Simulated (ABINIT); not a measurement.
Here is an ABINIT 10.8.3 (patched build) calculation.

Contents of run.py:

```python
import json, os
import numpy as np
from ase.eos import EquationOfState
from ase.units import GPa
from ase.calculators.mixing import SumCalculator
from dftd3.ase import DFTD3
from ase.calculators.abinit import Abinit, AbinitProfile
from ase.io import read

atoms = read('Sc.cif')

profile = AbinitProfile(command='abinit', pp_paths=[os.path.abspath('pseudos')])
params = dict(
    pps='pawxml', xc='PBE',
    ecut=408.1708,
    pawecutdg=816.3416,
    kptopt=1,
    ngkpt=[9, 9, 5],
    nshiftk=1,
    shiftk=[0.0, 0.0, 0.0],
    ixc=11,
    nband=15,
    occopt=4,
    tsmear=0.05,
    usepawu=1,
    dmatpuopt=2,
    nstep=100,
    tolvrs=1e-09,
    iscf=7,
    prtwf=0,
    prtden=0,
    raw=['lpawu 2', 'upawu 4.0 eV', 'jpawu 0.9 eV'],
)

cell0 = atoms.cell.copy()
volumes, energies = [], []
for i, x in enumerate([0.94, 0.96, 0.98, 1.0, 1.02, 1.04, 1.06]):
    atoms.set_cell(cell0 * x ** (1 / 3), scale_atoms=True)
    atoms.calc = SumCalculator([Abinit(profile=profile, directory=f'v{i}', **params), DFTD3(method='pbe', damping='d3bj')])
    volumes.append(atoms.get_volume() / len(atoms))
    dft, disp = atoms.calc.mixer.calcs
    energies.append((dft.get_property('free_energy', atoms) + disp.get_property('energy', atoms)) / len(atoms))
    print(f'{x:5.2f} {volumes[-1]:10.5f} A^3/atom {energies[-1]:14.6f} eV/atom', flush=True)
    json.dump(dict(volumes=volumes, energies=energies), open('results.json', 'w'))
v0, e0, b0 = EquationOfState(volumes, energies, eos='murnaghan').fit()
print(f'V0 {v0:.4f} A^3/atom  E0 {e0:.6f} eV/atom  B0 {b0 / GPa:.2f} GPa')
```

File Sc.cif:

```cif
data_Sc
_cell_length_a 3.30900000
_cell_length_b 3.30900000
_cell_length_c 5.27330000
_cell_angle_alpha 90.00000000
_cell_angle_beta 90.00000000
_cell_angle_gamma 120.00000000
_space_group_name_H-M_alt 'P6_3/mmc'
_space_group_name_Hall '-P 6c 2c'
_space_group_IT_number 194
loop_
_space_group_symop_operation_xyz
'x,y,z'
'-x,-y,-z'
'x-y,x,z+1/2'
'-x+y,-x,-z+1/2'
'-y,x-y,z'
'y,-x+y,-z'
'-x,-y,z+1/2'
'x,y,-z+1/2'
'-x+y,-x,z'
'x-y,x,-z'
'y,-x+y,z+1/2'
'-y,x-y,-z+1/2'
'-y,-x,-z+1/2'
'y,x,z+1/2'
'-x,-x+y,-z'
'x,x-y,z'
'-x+y,y,-z+1/2'
'x-y,-y,z+1/2'
'y,x,-z'
'-y,-x,z'
'x,x-y,-z+1/2'
'-x,-x+y,z+1/2'
'x-y,-y,-z'
'-x+y,y,z'
loop_
_atom_site_label
_atom_site_type_symbol
_atom_site_symmetry_multiplicity
_atom_site_Wyckoff_symbol
_atom_site_fract_x
_atom_site_fract_y
_atom_site_fract_z
_atom_site_occupancy
Sc1 Sc 2 c 0.6666666667 0.3333333333 0.7500000000 1
```

Potentials or basis: JTH PAW PBE v2.0.

Run with:

```console
$ python run.py
```

Problem. What does it give for the bulk modulus at fixed shape and positions?

Solution. 58 GPa.

Problem. What does it give for the equilibrium volume?

Solution. 25.43 Å³/atom.

Energy against volume, from the lowest point:
```
volume (Å³/atom)  energy (meV/atom)
          23.502              29.22
          24.002              15.57
          24.502               6.36
          25.002               1.27
          25.502               0.00
          26.002               2.24
          26.502               7.65
```

Caveat: pressures at fixed basis lie under the slope of the energies; the log and the count of SCF iterations are those of the last ABINIT call alone; the cell was scaled at fixed shape and fractional positions, which overstates the stiffness of a crystal with free parameters, most of all of layers and chains; the U is typed as a test and isn't derived for this compound.
